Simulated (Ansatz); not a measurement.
**C2H6FNSi: from a rough start to a stationary point**

Aim: relax C2H6FNSi from a cheap starting geometry, check the end point by its vibrations and derive ideal-gas thermochemistry, and look at its orbitals and charge.

Computed with Ansatz 0.2.0, Gaussian basis. Level: RKS PBE0-D4/def2-TZVP.

Levels to be run: relaxation at PBE-D4/def2-SVP; relaxation at PBE0-D4/def2-TZVP; harmonic vibrations at the same level; a single point in def2-TZVPP for the fields.

### Step 1. Where the work starts

SMILES `NC=C(F)[SiH3]`, 11 atoms, charge 0, spin multiplicity 1.

Atoms are counted from 1 here; the program's logs count them from 0.

Bond lengths: N1–C2 1.312 Å, N1–H6 1.039 Å, N1–H7 1.033 Å, C2–C3 1.309 Å, C2–H8 1.052 Å, C3–F4 1.424 Å, C3–Si5 1.860 Å, Si5–H9 1.456 Å, Si5–H10 1.459 Å, Si5–H11 1.516 Å. Angles: C2–N1–H6 117.9°, C2–N1–H7 115.9°, H6–N1–H7 108.0°, N1–C2–C3 124.9°, N1–C2–H8 114.5°, C3–C2–H8 120.5°, C2–C3–F4 121.3°, C2–C3–Si5 125.8°, F4–C3–Si5 112.9°, C3–Si5–H9 109.3°, C3–Si5–H10 111.9°, C3–Si5–H11 109.9°, H9–Si5–H10 111.1°, H9–Si5–H11 106.0°, H10–Si5–H11 108.5°.

The start is a force-field geometry with small random shifts, so a cheaper pass at PBE-D4/def2-SVP comes first.

### Step 2. Relaxation at PBE-D4/def2-SVP (cheap first pass)

The input, in.yaml:

```yaml
crystal:
  periodic: [false, false, false]
  atoms:
    - {symbol: N, position_ang: [-1.541100, 1.508200, -0.258900]}
    - {symbol: C, position_ang: [-0.893100, 0.367100, -0.249900]}
    - {symbol: C, position_ang: [0.371700, 0.226800, 0.054800]}
    - {symbol: F, position_ang: [1.172600, 1.346100, 0.418900]}
    - {symbol: Si, position_ang: [1.321300, -1.373100, 0.051300]}
    - {symbol: H, position_ang: [-1.093400, 2.325500, 0.199500]}
    - {symbol: H, position_ang: [-2.526400, 1.469800, 0.047900]}
    - {symbol: H, position_ang: [-1.467700, -0.463800, -0.542500]}
    - {symbol: H, position_ang: [0.408800, -2.474000, -0.223000]}
    - {symbol: H, position_ang: [2.421000, -1.351000, -0.907600]}
    - {symbol: H, position_ang: [1.891700, -1.638600, 1.430100]}
basis:
  gaussian: {orbitals: def2-SVP}
hamiltonian: {xc: pbe, dispersion: d4}
relax: {f_tol: 0.03, max_steps: 200}
```

Started as:

```
> ansatz run in.yaml --threads 4 --pin off --events-out ev --progress --plain --max-ram 10444MiB
```

The program printed, shortened:

```text
Functional definition: PBE
  name "PBE"
  cite "Perdew, Burke & Ernzerhof, Phys. Rev. Lett. 77, 3865 (1996) doi:10.1103/PhysRevLett.77.3865"
  parent pbe
[...]
1180 factors; their error is unknown
[...]
mean field -14236.37060983 eV, -523.1769701527 hartree, gradient 2.9e-5 eV, S^2 0.000000; 0 other end points of the search recorded, 0 dependent functions left out
[...]
reference -14236.37064588 eV, -523.1769714776 hartree; 24, 24 occupied and 80, 80 virtual orbitals, 1180 factors
relax step   1: F+E_penalty+E_count = -14236.57959377 eV  Δ(F+E_penalty+E_count) = +0.000e0 eV  max|allowed force component| = 4.041e0 eV/Å  Δτ_max = 0.0000 Å  (29 SCF iters, accepted)
[...]
relax step   5: F+E_penalty+E_count = -14236.98816836 eV  Δ(F+E_penalty+E_count) = -1.826e-3 eV  max|allowed force component| = 8.581e-2 eV/Å  Δτ_max = 0.0099 Å  (33 SCF iters, accepted)
[...]
relax step   6: F+E_penalty+E_count = -14236.98866899 eV  Δ(F+E_penalty+E_count) = -5.006e-4 eV  max|allowed force component| = 2.648e-2 eV/Å  Δτ_max = 0.0156 Å  (33 SCF iters, accepted)
1180 factors; their error is unknown
[...]
mean field -14236.78220753 eV, -523.1920960893 hartree, gradient 1.7e-5 eV, S^2 0.000000; 1 other end points of the search recorded, 0 dependent functions left out
[...]
reference -14236.78224360 eV, -523.1920974147 hartree; 24, 24 occupied and 80, 80 virtual orbitals, 1180 factors
Total energy: -14236.98870505 eV, -523.1996847332 hartree
Atom 0 at    -1.574693     1.570731    -0.243967 Å, force    -0.017802    -0.003312    -0.013193 eV/Å
Atom 1 at    -0.924337     0.357023    -0.192685 Å, force    -0.008464     0.006603     0.010795 eV/Å
Atom 2 at     0.397474     0.199921     0.095813 Å, force    -0.020369     0.020119    -0.001012 eV/Å
Atom 3 at     1.095003     1.343833     0.431794 Å, force     0.008403     0.013471     0.003826 eV/Å
Atom 4 at     1.366150    -1.392035     0.075493 Å, force     0.006489    -0.026482    -0.005853 eV/Å
Atom 5 at    -1.070475     2.354435     0.174844 Å, force     0.021818     0.011078     0.009895 eV/Å
Atom 6 at    -2.578270     1.577568    -0.064817 Å, force    -0.003679    -0.017511    -0.006099 eV/Å
Atom 7 at    -1.515408    -0.532695    -0.459661 Å, force    -0.001116     0.006690     0.000375 eV/Å
Atom 8 at     0.404827    -2.492195    -0.286718 Å, force    -0.000479    -0.004047     0.000474 eV/Å
Atom 9 at     2.487154    -1.359991    -0.930140 Å, force     0.009586    -0.004035    -0.001984 eV/Å
Atom 10 at     1.977975    -1.683596     1.420644 Å, force     0.005613    -0.002573     0.002777 eV/Å
Dipole moment:    -0.561709     0.138809     0.062261 e Å
```

It took 7 s on 4 threads of Arm Neoverse V2, shared host.

Step by step:

| step | energy from step 1 (eV) | largest force component (eV/Å) |
| --- | --- | --- |
| 1 | 0.0000 | 4.0413 |
| 2 | -0.3627 | 1.1845 |
| 3 | -0.4001 | 0.3189 |
| 4 | -0.4067 | 0.1765 |
| 5 | -0.4086 | 0.0858 |
| 6 | -0.4091 | 0.0265 |

Distances of close pairs at the start and the end, largest changes first:

| bond | before (Å) | after (Å) | change (Å) |
| --- | --- | --- | --- |
| N1–C2 | 1.312 | 1.378 | +0.066 |
| C2–C3 | 1.309 | 1.362 | +0.053 |
| C2–H8 | 1.052 | 1.101 | +0.049 |
| Si5–H9 | 1.456 | 1.505 | +0.049 |
| Si5–H10 | 1.459 | 1.506 | +0.047 |
| C3–F4 | 1.424 | 1.381 | -0.042 |
| N1–H6 | 1.039 | 1.022 | -0.017 |
| N1–H7 | 1.033 | 1.019 | -0.013 |

### Step 3. Optimising with PBE0-D4/def2-TZVP

The input, in.yaml:

```yaml
crystal:
  periodic: [false, false, false]
  atoms:
    - {symbol: N, position_ang: [-1.574693, 1.570731, -0.243967]}
    - {symbol: C, position_ang: [-0.924337, 0.357023, -0.192685]}
    - {symbol: C, position_ang: [0.397474, 0.199921, 0.095813]}
    - {symbol: F, position_ang: [1.095003, 1.343833, 0.431794]}
    - {symbol: Si, position_ang: [1.366150, -1.392035, 0.075493]}
    - {symbol: H, position_ang: [-1.070475, 2.354435, 0.174844]}
    - {symbol: H, position_ang: [-2.578270, 1.577568, -0.064817]}
    - {symbol: H, position_ang: [-1.515408, -0.532695, -0.459661]}
    - {symbol: H, position_ang: [0.404827, -2.492195, -0.286718]}
    - {symbol: H, position_ang: [2.487154, -1.359991, -0.930140]}
    - {symbol: H, position_ang: [1.977975, -1.683596, 1.420644]}
basis:
  gaussian: {orbitals: def2-TZVP}
hamiltonian: {xc: pbe0, dispersion: d4}
relax: {f_tol: 0.005, max_steps: 150}
```

Launched as before.

The program printed, shortened:

```text
Functional definition: PBE0
  name "PBE0"
  cite "Adamo & Barone, J. Chem. Phys. 110, 6158 (1999) doi:10.1063/1.478522"
  cite "Perdew, Burke & Ernzerhof, Phys. Rev. Lett. 77, 3865 (1996) doi:10.1103/PhysRevLett.77.3865"
  parent pbe
[...]
1203 factors; their error is unknown
[...]
mean field -14248.00996230 eV, -523.6047084666 hartree, gradient 2.3e-5 eV, S^2 0.000000; 0 other end points of the search recorded, 0 dependent functions left out
[...]
reference -14248.00999484 eV, -523.6047096622 hartree; 24, 24 occupied and 173, 173 virtual orbitals, 1203 factors
relax step   1: F+E_penalty+E_count = -14248.18369286 eV  Δ(F+E_penalty+E_count) = +0.000e0 eV  max|allowed force component| = 8.410e-1 eV/Å  Δτ_max = 0.0000 Å  (29 SCF iters, accepted)
[...]
Atom 1 at    -0.896034     0.357912    -0.185786 Å, force     0.000177     0.000176    -0.000021 eV/Å
Atom 2 at     0.404035     0.205509     0.094189 Å, force    -0.000218    -0.000446    -0.000083 eV/Å
Atom 3 at     1.097645     1.342835     0.419625 Å, force     0.000021     0.000228    -0.000016 eV/Å
Atom 4 at     1.349770    -1.383201     0.074041 Å, force    -0.000087     0.000184    -0.000039 eV/Å
Atom 5 at    -1.089589     2.338018     0.187139 Å, force    -0.000318     0.000115    -0.000037 eV/Å
Atom 6 at    -2.552373     1.533855    -0.084389 Å, force    -0.000036    -0.000069     0.000080 eV/Å
Atom 7 at    -1.469943    -0.523361    -0.445890 Å, force     0.000285     0.000049     0.000028 eV/Å
Atom 8 at     0.378179    -2.450415    -0.282107 Å, force    -0.000053     0.000011     0.000061 eV/Å
Atom 9 at     2.452966    -1.358262    -0.923526 Å, force     0.000003    -0.000079     0.000018 eV/Å
Atom 10 at     1.950397    -1.674471     1.403359 Å, force     0.000048    -0.000193     0.000011 eV/Å
Dipole moment:    -0.551098     0.066266     0.057505 e Å
```

It took 32 s on 4 threads of Arm Neoverse V2, shared host.

Relaxation path:

| step | energy from step 1 (eV) | largest force component (eV/Å) |
| --- | --- | --- |
| 1 | 0.0000 | 0.8410 |
| 2 | -0.0451 | 0.1910 |
| 3 | -0.0483 | 0.0440 |
| 4 | -0.0484 | 0.0387 |
| 5 | -0.0486 | 0.0392 |
| 6 | -0.0488 | 0.0083 |
| 7 | -0.0488 | 0.0081 |
| 8 | -0.0488 | 0.0063 |
| 9 | -0.0489 | 0.0072 |
| 10 | -0.0489 | 0.0094 |
| 11 | -0.0489 | 0.0004 |

Close pairs (by a distance rule), those that changed most:

| bond | before (Å) | after (Å) | change (Å) |
| --- | --- | --- | --- |
| C2–C3 | 1.362 | 1.339 | -0.023 |
| Si5–H10 | 1.506 | 1.488 | -0.019 |
| Si5–H11 | 1.506 | 1.488 | -0.019 |
| Si5–H9 | 1.505 | 1.487 | -0.019 |
| C2–H8 | 1.101 | 1.083 | -0.018 |
| N1–H7 | 1.019 | 1.004 | -0.015 |
| N1–H6 | 1.022 | 1.007 | -0.015 |
| C3–Si5 | 1.864 | 1.849 | -0.015 |

Mulliken charges at the end point, from the run's report:

| atom | value (e) |
| --- | --- |
| N1 | -0.44 |
| C2 | -0.08 |
| C3 | 0.08 |
| F4 | -0.23 |
| Si5 | 0.13 |
| H6 | 0.25 |
| H7 | 0.24 |
| H8 | 0.13 |
| H9 | -0.03 |
| H10 | -0.02 |
| H11 | -0.02 |

### Step 4. Vibrations by finite differences

The input, in.yaml:

```yaml
crystal:
  periodic: [false, false, false]
  atoms:
    - {symbol: N, position_ang: [-1.559652, 1.554580, -0.236054]}
    - {symbol: C, position_ang: [-0.896034, 0.357912, -0.185786]}
    - {symbol: C, position_ang: [0.404035, 0.205509, 0.094189]}
    - {symbol: F, position_ang: [1.097645, 1.342835, 0.419625]}
    - {symbol: Si, position_ang: [1.349770, -1.383201, 0.074041]}
    - {symbol: H, position_ang: [-1.089589, 2.338018, 0.187139]}
    - {symbol: H, position_ang: [-2.552373, 1.533855, -0.084389]}
    - {symbol: H, position_ang: [-1.469943, -0.523361, -0.445890]}
    - {symbol: H, position_ang: [0.378179, -2.450415, -0.282107]}
    - {symbol: H, position_ang: [2.452966, -1.358262, -0.923526]}
    - {symbol: H, position_ang: [1.950397, -1.674471, 1.403359]}
basis:
  gaussian: {orbitals: def2-TZVP}
hamiltonian: {xc: pbe0, dispersion: d4}
phonons: {temperatures: {t_min: 298.15, t_max: 900, t_step: 200}}
```

Launched as before.

The program printed, shortened:

```text
Functional definition: PBE0
  name "PBE0"
  cite "Adamo & Barone, J. Chem. Phys. 110, 6158 (1999) doi:10.1063/1.478522"
  cite "Perdew, Burke & Ernzerhof, Phys. Rev. Lett. 77, 3865 (1996) doi:10.1103/PhysRevLett.77.3865"
  parent pbe
[...]
1203 factors; their error is unknown
[...]
mean field -14248.05743882 eV, -523.6064531965 hartree, gradient 2.4e-5 eV, S^2 0.000000; 0 other end points of the search recorded, 0 dependent functions left out
[...]
reference -14248.05747100 eV, -523.6064543791 hartree; 24, 24 occupied and 173, 173 virtual orbitals, 1203 factors
[...]
1203 factors; their error is unknown
mean field -14248.05717265 eV, -523.6064434148 hartree, gradient 1.9e-6 eV, S^2 0.000000; 0 other end points of the search recorded, 0 dependent functions left out
[...]
reference -14248.05720484 eV, -523.6064445977 hartree; 24, 24 occupied and 173, 173 virtual orbitals, 1203 factors
[...]
Atom 4 at     1.349770    -1.383201     0.074041 Å, force    -0.000084     0.000163    -0.000049 eV/Å
Atom 5 at    -1.089589     2.338018     0.187139 Å, force    -0.000323     0.000100    -0.000040 eV/Å
Atom 6 at    -2.552373     1.533855    -0.084389 Å, force    -0.000043    -0.000073     0.000082 eV/Å
Atom 7 at    -1.469943    -0.523361    -0.445890 Å, force     0.000271     0.000041     0.000027 eV/Å
Atom 8 at     0.378179    -2.450415    -0.282107 Å, force    -0.000055     0.000021     0.000063 eV/Å
Atom 9 at     2.452966    -1.358262    -0.923526 Å, force     0.000006    -0.000074     0.000019 eV/Å
Atom 10 at     1.950397    -1.674471     1.403359 Å, force     0.000053    -0.000191     0.000021 eV/Å
Dipole moment:    -0.551098     0.066268     0.057504 e Å
Vibrations: 137.13 180.32 186.97 264.65 363.86 446.79 490.98 588.43 650.14 676.22 774.45 896.68 919.80 921.25 963.16 1086.33 1181.12 1264.51 1335.84 1641.32 1736.36 2216.52 2221.19 2231.03 3218.33 3606.94 3719.94 cm⁻¹, zero-point energy 2.102789 eV
```

Wall time 1.9 min (4 threads of Arm Neoverse V2, shared host).

Motions are named by where the mode's potential energy lies. The modes, unscaled (a negative number is an imaginary wavenumber):

| mode | cm⁻¹ | motion |
| --- | --- | --- |
| 1 | 137 | torsion |
| 2 | 180 | bend |
| 3 | 187 | torsion |
| 4 | 265 | bend |
| 5 | 364 | torsion |
| 6 | 447 | Si–C stretch with bend |
| 7 | 491 | torsion |
| 8 | 588 | torsion |
| 9 | 650 | bend |
| 10 | 676 | bend |
| 11 | 774 | bend with C–F stretch |
| 12 | 897 | wag or twist |
| 13 | 920 | bend with wag or twist |
| 14 | 921 | bend |
| 15 | 963 | bend with wag or twist |
| 16 | 1086 | bend with C–F stretch |
| 17 | 1181 | bend with C–N stretch |
| 18 | 1265 | bend with C–N stretch |
| 19 | 1336 | bend |
| 20 | 1641 | bend |
| 21 | 1736 | C–C stretch |
| 22 | 2217 | Si–H stretch |
| 23 | 2221 | Si–H stretch |
| 24 | 2231 | Si–H stretch |
| 25 | 3218 | C–H stretch |
| 26 | 3607 | N–H stretch |
| 27 | 3720 | N–H stretch |

Ideal gas, rigid rotor and harmonic oscillator at 298.15 K and 1 bar, with symmetry number 1:

| term | value |
| --- | --- |
| zero-point energy | 202.9 kJ/mol |
| H(298) − E | 223.1 kJ/mol |
| entropy, translation | 165.1 J/(mol K) |
| entropy, rotation | 111.5 J/(mol K) |
| entropy, vibration | 57.5 J/(mol K) |
| entropy, total | 334.1 J/(mol K) |

### Step 5. Fields at the relaxed geometry

Changes to in.yaml since step 4:

```diff
@@ -15,4 +15,4 @@
 basis:
-  gaussian: {orbitals: def2-TZVP}
+  gaussian: {orbitals: def2-TZVPP}
 hamiltonian: {xc: pbe0, dispersion: d4}
-phonons: {temperatures: {t_min: 298.15, t_max: 900, t_step: 200}}
+output: {orbitals: {seedname: orbitals}}
```

Launched as before.

The program printed:

```text
Functional definition: PBE0
  name "PBE0"
  cite "Adamo & Barone, J. Chem. Phys. 110, 6158 (1999) doi:10.1063/1.478522"
  cite "Perdew, Burke & Ernzerhof, Phys. Rev. Lett. 77, 3865 (1996) doi:10.1103/PhysRevLett.77.3865"
  parent pbe
  parameter a = 0.25
  parameter kappa = 0.804
  parameter beta = 0.06672455060314922
  exchange = (1 - a)*pbe_x(kappa = kappa, mu = beta*pi^2/3) + a*exact_x
  correlation = pbe_c(beta = beta)
1316 factors; their error is unknown
mean field evaluation 1: about -14241.9078 eV, gradient 5.5e1 eV
mean field evaluation 2: about -14237.8406 eV, gradient 6.8e1 eV
mean field evaluation 4: about -14248.0285 eV, gradient 5.3e0 eV
mean field evaluation 8: about -14248.0939 eV, gradient 7.8e-2 eV
mean field evaluation 16: about -14248.1271 eV, gradient 4.1e-5 eV
mean field -14248.12712554 eV, -523.6090141363 hartree, gradient 4.1e-5 eV, S^2 0.000000; 0 other end points of the search recorded, 0 dependent functions left out
reference -14248.12715755 eV, -523.6090153126 hartree; 24, 24 occupied and 226, 226 virtual orbitals, 1316 factors
Total energy: -14248.30226534 eV, -523.6154504052 hartree
```

Run time: 2.4 s. Hardware: 4 threads of Arm Neoverse V2, shared host; peak memory 0.56 GiB.

Orbitals, density, ELF and potential are computed afterwards from the orbital file.

Frontier orbitals at PBE0-D4/def2-TZVPP, with the share of their density that lies nearest to each atom:

| orbital | energy (eV) | lies on |
| --- | --- | --- |
| HOMO | -6.17 | C3 36 %; N1 24 %; C2 16 % |
| LUMO | 0.45 | C2 28 %; C3 22 %; Si5 8 % |

ELF in a plane through or near 9 of the atoms.

Ten even steps from '0' (0.00) to '9' (1.00):
```
0000000000000000000000000000
0000000000000000000000000000
0000000000000000000000000000
0000000000001111000000000000
0000000000026776410000000000
0000000000037768610032000000
0000000100016648602797100000
0000002321123775107998200000
0000013410485023127996100000
0000024236096528466265100000
0000012067166462775579720000
0000002532331144254599840000
0000016999950179951179730000
0000038999970399970014300000
0000049999970189980000000000
0000018999950038850000000000
0000000366400000000000000000
0000000000000000000000000000
0000000000000000000000000000
0000000000000000000000000000
```
The map spans 11.0 Å across and 8.8 Å up, centred on the molecule. Atoms in the plane (x, y in Å): N1 (2.2, 0.0), C2 (0.9, -0.4), C3 (-0.1, 0.4), F4 (0.1, 1.8), Si5 (-1.9, -0.1), H6 (2.4, 1.0), H7 (2.9, -0.6), H8 (0.7, -1.5), H9 (-2.0, -1.5).

log10 of the density (e/Å³) in the same plane.

Ten even steps from '0' (-4.0) to '9' (1.5):
```
0000000000000000000000000000
0000000000000110000000000000
0000000000012222210000000000
0000000001234444321000000000
0000011122346776543221100000
0000122333357898643333210000
0001234444457998655554320000
0012345555567787656775421000
0012345666667876667776431000
0012356689777987778876532100
0012345699766778978987542100
0012345677665667877777542100
0001245677655567765565532100
0001234677654567764444321000
0000234566544455543322210000
0000123444433334432211000000
0000012233221122211000000000
0000001111110000000000000000
0000000000000000000000000000
0000000000000000000000000000
```
The map spans 11.0 Å across and 8.8 Å up, centred on the molecule. Atoms in the plane (x, y in Å): N1 (2.2, 0.0), C2 (0.9, -0.4), C3 (-0.1, 0.4), F4 (0.1, 1.8), Si5 (-1.9, -0.1), H6 (2.4, 1.0), H7 (2.9, -0.6), H8 (0.7, -1.5), H9 (-2.0, -1.5).

On the surface of density 0.002 e/bohr³ the electrostatic potential runs, from the 1st to the 99th percentile, from -0.90 V near N1 to 2.03 V near H7.

### Step 6. Summary of results

```
                  quantity            value
               point group               C1
                     steps           6 + 11
shift from the start (rms)          0.077 Å
              total energy   -14248.2326 eV
           dispersion term         -175 meV
             dipole moment           2.68 D
lowest, highest wavenumber   137, 3720 cm⁻¹
         zero-point energy     202.9 kJ/mol
       entropy at 298.15 K  334.1 J/(mol K)
                HOMO, LUMO   -6.17, 0.45 eV
```

**Reading.** The atoms moved 0.08 Å (rms) from the start; the bond that changed most is N1–C2, from 1.312 to 1.369 Å. All wavenumbers are real, so the end point is a minimum. The stiffest mode, 3720 cm⁻¹, is an N–H stretch, and 3 modes under 200 cm⁻¹ make the vibrational entropy uncertain. Harmonic hybrid wavenumbers usually lie a few per cent above measured fundamentals. The largest Mulliken charge, -0.44 e, sits on N1. The HOMO lies mostly on C3 36 %; N1 24 % and the LUMO on C2 28 %; C3 22 %.
